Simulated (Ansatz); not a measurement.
A nudged elastic band was laid between two geometries of a periodic cell of 63 atoms, Si (host Si, host structure diamond, one Si atom removed).

Theory: DFT LDA, scalar-relativistic, plane waves, PAW (Ansatz 0.2.0). Settings: PAW set soft_1, cutoff 420 eV, k mesh 1x1x1, fermi-dirac smearing 0.05 eV, no spin polarisation.

```
movable images  : 5
climbing image  : yes
spring          : 5.0 eV/Å²
optimiser       : quadratic models (default)
start path      : IDPP
force threshold : 0.05 eV/Å
iteration limit : 80
end points      : relaxed
```

Initial state:

```xyz
63
Lattice="10.8600 0.0000 0.0000 0.0000 10.8600 0.0000 0.0000 0.0000 10.8600" Properties=species:S:1:pos:R:3
Si 5.424 0.000 -0.003
Si 6.777 1.348 1.362
Si 8.142 2.710 -0.004
Si 9.508 4.074 1.355
Si 8.161 -0.021 2.723
Si 9.498 1.360 4.069
Si 0.000 0.001 -0.004
Si 1.360 1.362 1.354
Si 2.712 2.718 -0.004
Si 4.069 4.073 1.352
Si 5.429 5.432 -0.007
Si 6.790 6.789 1.350
Si 8.142 8.142 -0.006
Si 9.499 9.497 1.344
Si 2.714 -0.004 2.713
Si 4.078 1.352 4.058
Si 5.429 2.715 2.711
Si 6.789 4.068 4.071
Si 8.129 5.439 2.722
Si 9.501 6.790 4.061
Si 5.443 -0.015 5.441
Si 6.786 1.364 6.782
Si 8.142 2.711 5.424
Si 9.495 4.068 6.777
Si 8.124 -0.007 8.135
Si 9.512 1.356 9.495
Si -0.006 5.431 -0.005
Si 1.353 6.777 1.354
Si 2.715 8.142 -0.006
Si 4.074 9.508 1.357
Si -0.003 2.718 2.713
Si 1.348 4.078 4.064
Si 2.710 5.429 2.714
Si 4.064 6.793 4.070
Si 5.443 8.131 2.724
Si 6.788 9.500 4.073
Si -0.016 -0.015 5.411
Si 1.352 1.354 6.791
Si 2.714 2.713 5.423
Si 4.073 4.078 6.788
Si 5.440 5.445 5.409
Si 6.781 6.793 6.780
Si 9.504 9.515 6.797
Si 2.712 -0.001 8.139
Si 4.066 1.363 9.499
Si 5.427 2.721 8.138
Si 6.779 4.077 9.493
Si 8.156 5.445 8.121
Si 9.495 6.790 9.498
Si -0.013 8.160 2.717
Si 1.358 9.496 4.071
Si -0.020 5.446 5.441
Si 1.359 6.790 6.779
Si 2.711 8.144 5.425
Si 4.063 9.500 6.777
Si -0.002 2.718 8.137
Si 1.357 4.074 9.499
Si 2.715 5.431 8.138
Si 4.078 6.782 9.491
Si 5.441 8.167 8.126
Si 6.787 9.501 9.507
Si -0.014 8.132 8.127
Si 1.353 9.511 9.496
```

Final state:

Only the atoms that move by more than 0.05 Å are listed.
```
Si20 8.146 8.144 5.429
```

Problem. What changes between the two ends?

Solution. Contacts lost: Si19–Si20, Si20–Si50, Si20–Si52. Contacts made: Si20–Si36, Si20–Si42, Si20–Si43. The atom that moves furthest is Si20, by 2.35 Å.

Problem. Give the energies along the band, and the barrier.

Solution. It converged. The highest image is number 3 of 0 to 6, 0.39 eV above the ends, which have the same energy within 2 meV. By the program's own check the climbing image is a first-order saddle point (lowest curvatures found: -0.85 and 0.31 eV/Å²). Limits of this set-up: coarse k mesh, PAW files made for another functional.

| image | path coordinate (Å) | energy (eV) | Si19–Si20 (Å) | Si20–Si50 (Å) | Si20–Si52 (Å) |
| --- | --- | --- | --- | --- | --- |
| 0 | 0.00 | 0.00 | 2.34 | 2.34 | 2.35 |
| 1 | 0.47 | 0.08 | 2.40 | 2.40 | 2.40 |
| 2 | 0.94 | 0.29 | 2.52 | 2.49 | 2.50 |
| 3 | 1.41 | 0.39 | 2.79 | 2.69 | 2.71 |
| 4 | 1.88 | 0.29 | 3.16 | 3.07 | 3.08 |
| 5 | 2.35 | 0.09 | 3.53 | 3.47 | 3.48 |
| 6 | 2.81 | 0.00 | 3.84 | 3.84 | 3.84 |

Problem. What is the geometry of the highest image?

Solution. 
```xyz
63
Lattice="10.8600 0.0000 0.0000 0.0000 10.8600 0.0000 0.0000 0.0000 10.8600" Properties=species:S:1:pos:R:3
Si 5.444 -0.014 -0.037
Si 6.767 1.361 1.346
Si 8.142 2.725 0.009
Si 9.459 4.153 1.436
Si 8.147 0.004 2.702
Si 9.501 1.359 4.072
Si 0.012 0.014 -0.004
Si 1.342 1.392 1.369
Si 2.713 2.718 0.000
Si 4.038 4.087 1.370
Si 5.416 5.418 -0.002
Si 6.780 6.789 1.354
Si 8.147 8.145 -0.003
Si 9.501 9.513 1.353
Si 2.720 0.009 2.691
Si 4.088 1.337 4.070
Si 5.414 2.717 2.704
Si 6.781 4.073 4.072
Si 8.122 5.586 2.867
Si 8.860 7.494 4.758
Si 5.520 -0.093 5.385
Si 6.811 1.313 6.760
Si 8.147 2.714 5.427
Si 9.500 4.074 6.793
Si 8.186 -0.110 8.033
Si 9.496 1.326 9.469
Si -0.027 5.454 0.040
Si 1.249 6.830 1.461
Si 2.685 8.141 0.026
Si 4.074 9.510 1.340
Si -0.026 2.757 2.737
Si 1.255 4.171 4.113
Si 2.669 5.455 2.738
Si 4.070 6.790 4.072
Si 5.431 8.143 2.707
Si 6.959 9.334 4.042
Si 0.013 0.006 5.426
Si 1.367 1.364 6.805
Si 2.689 2.737 5.426
Si 4.075 4.057 6.792
Si 5.431 5.425 5.426
Si 6.948 6.763 6.626
Si 9.544 9.315 6.596
Si 2.749 -0.014 8.129
Si 4.074 1.356 9.498
Si 5.444 2.681 8.128
Si 6.771 4.061 9.501
Si 8.146 5.422 8.145
Si 9.501 6.791 9.501
Si -0.185 8.184 2.900
Si 1.362 9.517 4.072
Si -0.178 5.612 5.461
Si 1.361 6.791 6.797
Si 2.715 8.145 5.426
Si 4.113 9.478 6.761
Si 0.008 2.716 8.158
Si 1.342 4.087 9.535
Si 2.718 5.409 8.151
Si 4.083 6.786 9.485
Si 5.513 8.103 8.058
Si 6.811 9.477 9.457
Si 0.012 8.145 8.147
Si 1.369 9.519 9.505
```

The run took 6.3 min on 4 threads of Arm Neoverse V2, with other jobs on the host, peak memory 3.2 GiB.
